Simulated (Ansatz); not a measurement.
**YMn2 (Fd-3m): from the first guess to the electronic structure**

Aim: bring YMn2 (Fd-3m) to zero pressure, then compute its bands, density of states and charges.

Computed with Ansatz 0.2.0 (DFT PBE, scalar-relativistic, plane waves, PAW, unless a step's input says otherwise).

Spin polarisation is switched off on purpose; where the compound carries moments, volume, stiffness and gap are then not the real material's.

### 1 The system as given

The structure is cubic, space group Fd-3m (No. 227). The conventional cell has a = 7.680 Å, b = 7.680 Å, c = 7.680 Å, α = 90.00°, β = 90.00°, γ = 90.00°. Around Y (site symmetry -43m) lie 12 Mn at 3.18 Å and 4 Y at 3.33 Å. Mn (site symmetry -3m) is surrounded by 6 Mn at 2.72 Å.

As a file:

```cif
data_structure
_symmetry_space_group_name_H-M 'P 1'
_symmetry_Int_Tables_number 1
_cell_length_a 5.4306
_cell_length_b 5.4306
_cell_length_c 5.4306
_cell_angle_alpha 60.000
_cell_angle_beta 60.000
_cell_angle_gamma 60.000
_cell_volume 113.25
loop_
_atom_site_label
_atom_site_type_symbol
_atom_site_fract_x
_atom_site_fract_y
_atom_site_fract_z
_atom_site_occupancy
Y1 Y 0.00000 0.00000 0.00000 1
Y2 Y 0.25000 0.25000 0.25000 1
Mn1 Mn 0.62500 0.62500 0.62500 1
Mn2 Mn 0.12500 0.62500 0.62500 1
Mn3 Mn 0.62500 0.62500 0.12500 1
Mn4 Mn 0.62500 0.12500 0.62500 1
```

### 2 The first run

File input.yaml:

```yaml
crystal:
  lattice:
    - [0.0, 3.84, 3.84]
    - [3.84, 0.0, 3.84]
    - [3.84, 3.84, 0.0]
  atoms:
    - { symbol: "Y", position: [0.0, 0.0, 0.0] }
    - { symbol: "Y", position: [0.25, 0.25, 0.25] }
    - { symbol: Mn, position: [0.625, 0.625, 0.625] }
    - { symbol: Mn, position: [0.125, 0.625, 0.625] }
    - { symbol: Mn, position: [0.625, 0.625, 0.125] }
    - { symbol: Mn, position: [0.625, 0.125, 0.625] }
basis:
  ecutwfc: 420
  ecutrho_ratio: 4
kpoints:
  mp_grid: { grid: [10, 10, 10] }
hamiltonian:
  xc: pbe
scf:
  occupations: { method: gaussian, width: 0.05 }
output:
  forces: true
  stress: true
  eigenvalues: true
```

On the command line:

```
$ ansatz run input.yaml --threads 1 --pin off --max-ram 2560MiB --backend cpu --events-out ev --progress --plain --runs-dir out
```

Further steps of the session: A step to a new volume; Next volume: 15.677 Å³/atom; The electronic structure.

What does the calculation give? Wanted: space group; conventional cell; volume; pressure; gap; states at the Fermi level; Bader charges.

As calculated:

| quantity | value |
| --- | --- |
| space group | Fd-3m (No. 227) |
| conventional cell | a = 7.219 Å, b = 7.219 Å, c = 7.219 Å, α = 90.00°, β = 90.00°, γ = 90.00° |
| volume | 15.677 Å³/atom |
| pressure | 0.08 GPa |
| gap | none (metal) |
| states at the Fermi level | about 10 per eV per cell |
| Bader charges | Y +1.30; Mn -0.65 e |

In words: From the first run shown, the volume went from 18.87 to 15.68 Å³/atom (-16.9 %) in 3 runs, where the pressure is zero within 0.08 GPa. Bands cross the Fermi level, so it is a metal at this level; the largest share of the states at the Fermi level is Mn 3d (89 % of the projected weight). The Bader partition leaves Y most positive, at +1.30 e. Spin polarisation wasn't allowed in this run.
